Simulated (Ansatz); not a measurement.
This script drives the Python package of Ansatz (0.2.0).

`alloy.py`:
```python
# -*- coding: utf-8 -*-
from collections import Counter
import warnings

import ansatz
import numpy as np


def bcc(first, a):
    return (
        ansatz.Lattice.bcc(a)
        .space_group(229)
        .atom(first, (0, 0, 0))
        .primitive()
    )

A_FIRST, A_LAST = 3.03, 3.3


def run_phase(name, crystal):
    calc = (
        crystal.calculation()
        .functional("PBE")
        .basis(520)
        .kpoints(spacing=0.27)
        .occupations("cold", width=0.05)
        .spin("collinear")
        .band_table()
    )
    calc = calc.relax(force_tolerance=0.03, max_steps=60, fix_cell=["shape"])
    return calc.run(threads=1, backend="cpu")


def volume_per_atom(outcome):
    return abs(np.linalg.det(outcome.lattice.cell_ang)) / len(outcome.lattice.sites)


def counts(outcome):
    return Counter(site.symbol for site in outcome.lattice.sites)


def main():
    warnings.simplefilter("ignore", ansatz.DeckWarning)

    phases = {}
    for k in range(2 + 1):
        a = A_FIRST + (A_LAST - A_FIRST) * k / 2
        cell = bcc("V", a).conventional().resolved()
        sites = [site.position for site in cell.sites if site.symbol == "V"]
        for position in sites[:k]:
            cell = cell.substitution("Ta", at=position, replaces="V")
        phases[f"V{2 - k}Ta{k}"] = cell.resolved()
    moments = {"V": 1.5}
    phases = {name: cell.moments({e: v for e, v in moments.items() if e in cell.species()}) for name, cell in phases.items()}

    done = {name: run_phase(name, crystal) for name, crystal in phases.items()}

    # x is the share of the second element on the mixed sites; both end members stand on this same lattice
    x = {name: counts(o)["Ta"] / (counts(o)["V"] + counts(o)["Ta"]) for name, o in done.items()}
    first, last = min(x, key=x.get), max(x, key=x.get)
    energy = {name: o.report["energy_sigma0_ev"] / len(o.lattice.sites) for name, o in done.items()}
    volume = {name: volume_per_atom(o) for name, o in done.items()}
    rows = []
    for name in sorted(done, key=x.get):
        line = lambda table: (1 - x[name]) * table[first] + x[name] * table[last]
        rows.append((name, x[name], 1000 * (energy[name] - line(energy)), volume[name], 100 * (volume[name] / line(volume) - 1)))
    print("      cell       x(Ta)  E_mix (meV/atom)  V (A^3/atom)  excess V (%)")
    for row in rows:
        print(f"{str(row[0]):>10}  {row[1]:10.3f}  {row[2]:+16.1f}  {row[3]:12.3f}  {row[4]:+12.2f}")


if __name__ == "__main__":
    main()
```

It is started by `python alloy.py`. How long does it take on 1 thread of Arm Neoverse V2, with other jobs on the host, and how much memory does it need?

It took about 42 s, with a peak of 0.46 GiB, for 3 runs of the engine.

```console
$ python alloy.py
RunWarning: the starting moments were not kept: the SCF closed with an absolute magnetisation of 1.5e-1 μB, where they sum to 3 μB in size (2 sites). That is at most 0.1 of that sum. The system's [...]
RunWarning: this spin-polarised run has no starting moment large enough to seed its density, so its SCF can try parallel moments of its own, which can die out, and starts no order whose moments [...]
      cell       x(Ta)  E_mix (meV/atom)  V (A^3/atom)  excess V (%)
     V2Ta0       0.000              +0.0        13.438         +0.00
     V1Ta1       0.500             +24.9        15.914         +0.29
     V0Ta2       1.000              +0.0        18.297         +0.00
```
(Warnings from the package without file and line, shortened, repeats left out.)

Mixing energies: +25 meV an atom at x(V) = 0.50 (volume +0.3 % off the straight line). Values this small can change sign on a finer mesh.

Caveats:
- The SCF didn't keep the moments it started from (some shrank, vanished or turned); what is printed is the state reached.
- For the metals among these phases the mesh is modest: differences between phases can be off by up to 40 meV an atom.
- Atoms and volume are relaxed with the cell's shape held, which in cells of lower than cubic symmetry can hide stresses and shift volumes.
- Spin-orbit coupling, which matters for elements this heavy, is left out.
- These are small ordered cells, with both end members on the same lattice, which need not be their own; they aren't random solutions. Magnetic phases start from parallel moments and may not end in their lowest magnetic state. Differences under about 40 meV an atom lie within the error of mesh and functional.
- The cells are prototypes set up for this calculation and needn't exist.
- The script silences the warnings on its input, which a real study should read.

(A comment or docstring line of the script was reworded after the run, the code is as it ran; lines on the test bed's own set-up are left out of the output.)
